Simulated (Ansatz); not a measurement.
**GePHO+ (quartet): wave-function methods side by side, cc-pVDZ**

Aim: climb from Hartree-Fock through coupled cluster for GePHO+ (quartet) at one geometry and basis, and see what each rung misses.

Method: cc-pVDZ, core rule «outside noble gas», up to 20 orbitals frozen; program: Ansatz 0.2.0, Gaussian basis.

To be run: UHF; CCSD(T) on ROHF; CCSD(T) on UHF; BCCD(T) on ROHF; CISD as a restricted active space (open shells left free, so some higher excitations enter); CCSDT(Q) on ROHF; CCSDT(Q) on UHF.

7 further runs of the same task are left out: 1 for a known fault of the program, 6 set aside as unsound or not needed. Runs told in other sessions of the task aren't counted.

### Step 1. What is computed

The geometry is a PBE0/def2-TZVP stationary point (not a proven minimum) of the parent state, kept for this charge and spin. No spin-orbit coupling is included. The filled d shell of Ge may be among the frozen orbitals whatever the setting's name suggests.

4 atoms, charge 1, spin multiplicity 4.

Atoms are counted from 1 here; the program's logs count them from 0.

Bond lengths: Ge1–O2 1.807 Å, O2–P3 1.633 Å, P3–H4 1.432 Å. Angles: Ge1–O2–P3 130.7°, O2–P3–H4 96.2°.

### Step 2. UHF

in.yaml reads:

```yaml
crystal:
  periodic: [false, false, false]
  atoms:
    - {symbol: Ge, position_ang: [0.000000, -0.042614, 1.059894]}
    - {symbol: O, position_ang: [0.000000, 0.574218, -0.638584]}
    - {symbol: P, position_ang: [0.000000, -0.227192, -2.061619]}
    - {symbol: H, position_ang: [0.000000, 0.937911, -2.894664]}
basis:
  gaussian: {orbitals: cc-pVDZ}
total_charge: 1
magnetization: {spin_polarized: true, initial_magnetization: 3}
hamiltonian: {xc: hf}
output: {orbitals: {seedname: orbitals}}
```

Run with:

```bash
> ansatz run in.yaml --threads 1 --pin off --events-out ev --progress --plain --max-ram 4096MiB --backend cpu
```

The runs that follow: CCSD(T) on ROHF; CCSD(T) on UHF; BCCD(T) on ROHF; CISD as a restricted active space (open shells left free, so some higher excitations enter); CCSDT(Q) on ROHF; CCSDT(Q) on UHF.

**Question.** What will the summary of the whole plan be? Wanted: UCCSDT(Q) from the RHF energy; RMP2 from UCCSDT(Q); UMP2 from UCCSDT(Q); RCCSD from UCCSDT(Q); RCCSD(T) from UCCSDT(Q); UCCSD(T) from UCCSDT(Q); RCCSDT(Q) from UCCSDT(Q); T1 diagnostic.

**Answer**, as computed:

| quantity | value |
| --- | --- |
| UCCSDT(Q) from the ROHF energy | -10.1812 eV |
| RMP2 from UCCSDT(Q) | +28.10 kcal/mol |
| UMP2 from UCCSDT(Q) | +28.27 kcal/mol |
| RCCSD from UCCSDT(Q) | +9.62 kcal/mol |
| RCCSD(T) from UCCSDT(Q) | +1.76 kcal/mol |
| UCCSD(T) from UCCSDT(Q) | +1.74 kcal/mol |
| RCCSDT(Q) from UCCSDT(Q) | +0.30 kcal/mol |
| levels within 1 kcal/mol (43 meV) | RCCSDT, UCCSDT, RCCSDT(Q) |
| T1 diagnostic | 0.050 |

What this shows: RCCSD(T) lands +1.76 kcal/mol from the yardstick (0.7 % of the correlation energy). These misses are within one basis, not against nature; the frozen cores of restricted and unrestricted runs differ, which can shift their rows.
